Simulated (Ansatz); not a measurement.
# CuNi2: the cost of one run

Computed with Ansatz 0.2.0 (DFT PBE, scalar-relativistic, plane waves, PAW, unless a step's input says otherwise).

2 further runs of the same task are left out: 1 that didn't finish, 1 set aside as unsound or not needed. Runs told in other sessions of the task aren't counted.

**1. The system as given**

It takes space group P-62m (No. 189, hexagonal). Conventional cell: a = 4.335 Å, b = 4.335 Å, c = 4.137 Å, α = 90.00°, β = 90.00°, γ = 120.00°. Cu (site symmetry -6) has 3 Cu at 2.50 Å and 9 Ni at 2.50 to 2.53 Å in its first shell of neighbours. Around Ni (site symmetry m2m) lie 8 Ni at 2.46 to 2.52 Å and 4 Cu at 2.53 Å. Ni (site symmetry -62m) has 6 Cu at 2.50 Å and 6 Ni at 2.51 Å in its first shell of neighbours.

Coordinates:

```
CELL_PARAMETERS angstrom
4.33530 0.00000 0.00000
-2.16765 3.75448 0.00000
0.00000 0.00000 4.13665
ATOMIC_POSITIONS crystal
Cu 0.33333 0.66667 0.50000
Cu 0.66667 0.33333 0.50000
Ni 0.00000 0.67227 0.00000
Ni 0.67227 0.00000 0.00000
Ni 0.32773 0.32773 0.00000
Ni 0.00000 0.00000 0.50000
```

It is the end of an earlier relaxation with the same method, from a generated guess; it is a trial structure. At a tolerance of 0.05 Å it has space group P-62m (No. 189); it has 11.22 Å³/atom, an uncorrected energy of +0.05 eV/atom over the elements.

**2. Electronic structure at the relaxed geometry**

input.yaml reads:

```yaml
crystal:
  lattice:
    - [4.335296765, 0.0, 0.0]
    - [-2.1676483825, 3.7544771314, 0.0]
    - [0.0, 0.0, 4.1366542014]
  atoms:
    - { symbol: Cu, position: [0.3333333333, 0.6666666667, 0.5] }
    - { symbol: Cu, position: [0.6666666667, 0.3333333333, 0.5] }
    - { symbol: Ni, position: [0.0, 0.6722749039, 0.0], spin: 0.53 }
    - { symbol: Ni, position: [0.6722749039, 0.0, 0.0], spin: 0.53 }
    - { symbol: Ni, position: [0.3277250961, 0.3277250961, 0.0], spin: 0.53 }
    - { symbol: Ni, position: [0.0, 0.0, 0.5], spin: 0.43 }
basis:
  ecutwfc: 420
kpoints:
  mp_grid: { grid: [12, 12, 10] }
  band_path:
    path:
      - [[0.0, 0.0, 0.0], [0.5, 0.0, 0.0], [0.33333333, 0.33333333, 0.0], [0.0, 0.0, 0.0], [0.0, 0.0, 0.5], [0.5, 0.0, 0.5], [0.33333333, 0.33333333, 0.5], [0.0, 0.0, 0.5]]
      - [[0.5, 0.0, 0.5], [0.5, 0.0, 0.0]]
      - [[0.33333333, 0.33333333, 0.5], [0.33333333, 0.33333333, 0.0]]
    npoints: 14
hamiltonian:
  xc: pbe
scf:
  occupations: { method: gaussian, width: 0.1 }
  n_extra_bands: 15
output:
  forces: true
  stress: true
  eigenvalues: true
  populations: true
  dos: { projected: true, de: 0.02, nscf_kmesh: { grid: [15, 15, 12] } }
  bader: true
  write_density: true
  write_potential: true
  elf: true
  volumetric_format: npy
magnetization:
  spin_polarized: true
checkpoint:
  read: start.run
  write: ck
  compress: false
  write_wavefunctions: false
  write_every: 100000
```

Started as:

```sh
ansatz run input.yaml --threads 4 --pin off --max-ram 8192MiB --backend cpu --events-out ev --progress --plain --runs-dir out
```

**Question.** How long does this run take on 4 threads of Intel Xeon at 2.50GHz (Skylake/Cascade Lake), shared host, and how much memory does it need?

About 3 min, with a peak of 1.1 GiB.
